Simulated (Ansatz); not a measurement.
**Rb: a surface, (211), 5 layers**

What do the surfaces of Rb (211), 5 layers cost, and how tightly do they hold an electron? The runs shown use PAW. Its runs: bulk cell relaxed (PAW); bulk in the slab's orientation (PAW); the reference run (PAW); atoms relaxed (PAW); vacuum of 9 Å (PAW); Sr in place of Rb in the outer layer (PAW); Sr in place of Rb in the middle layer (PAW).

Program: Ansatz 0.2.0. Level of theory: DFT, LDA, PAW with Ansatz's default frozen-core files, scalar-relativistic. These are calculated values, not measurements.

1 further run of the same task is left out (for a known fault of the program). Runs told in other sessions of the task aren't counted.

### 1 The system as given

The structure is cubic, space group Im-3m (No. 229). Conventional cell: a = 5.372 Å, b = 5.372 Å, c = 5.372 Å, α = 90.00°, β = 90.00°, γ = 90.00°.

As a file:

```
CELL_PARAMETERS angstrom
-2.68597 2.68597 2.68597
2.68597 -2.68597 2.68597
2.68597 2.68597 -2.68597
ATOMIC_POSITIONS crystal
Rb 0.00000 0.00000 0.00000
```

### 2 Bulk cell relaxed, PAW

input.yaml

```yaml
crystal:
  lattice:
    - [-2.6859697436, 2.6859697436, 2.6859697436]
    - [2.6859697436, -2.6859697436, 2.6859697436]
    - [2.6859697436, 2.6859697436, -2.6859697436]
  atoms:
    - { symbol: Rb, position: [0.0, 0.0, 0.0] }
kpoints:
  mp_grid: { grid: [12, 12, 12] }
scf:
  occupations: { method: fermi_dirac, width: 0.1 }
hamiltonian:
  xc: lda
  pseudopotentials: { kind: paw }
output:
  forces: true
  stress: true
  write_density: true
  write_potential: true
  elf: true
  volumetric_format: npy
relax:
  f_tol: 0.005
  max_steps: 40
  cell: {}
```

Run with:

```bash
$ ansatz run input.yaml --threads 2 --pin off --max-ram 4096MiB --backend cpu --events-out ev --progress --plain --runs-dir out
```

After this run come: Bulk in the slab's orientation, PAW; Slab as cut, PAW; Atoms relaxed, PAW; Vacuum of 9 Å, PAW; Sr in place of Rb in the outer layer, PAW; Sr in place of Rb in the middle layer, PAW.

**Question.** What will these runs give? Wanted: surface energy; work function; outer layer spacing; surface core-level shift by Z+1.

The runs gave:

| quantity | value |
| --- | --- |
| surface energy (PAW, relaxed) | 0.12 J/m² |
| work function (PAW, relaxed) | 2.37 eV |
| outer layer spacing (PAW) | 2.19 → 2.11 Å |
| surface core-level shift by Z+1 (PAW) | +0.32 eV |

By PAW the surface costs 0.12 J/m² as cut and 0.12 J/m² relaxed. The outermost spacing changes by -3.9 % (PAW). Vacuum of 9 Å moves the work function by +0.02 eV (PAW). Putting the next element in the outer rather than the middle layer costs +0.32 eV (PAW); in the Z+1 picture that is the binding energy at the surface less that inside. Thickness wasn't converged, and no reconstruction was sought. The program warned that the vacuum holds more density than its bound, so energies and levels may be slightly off.
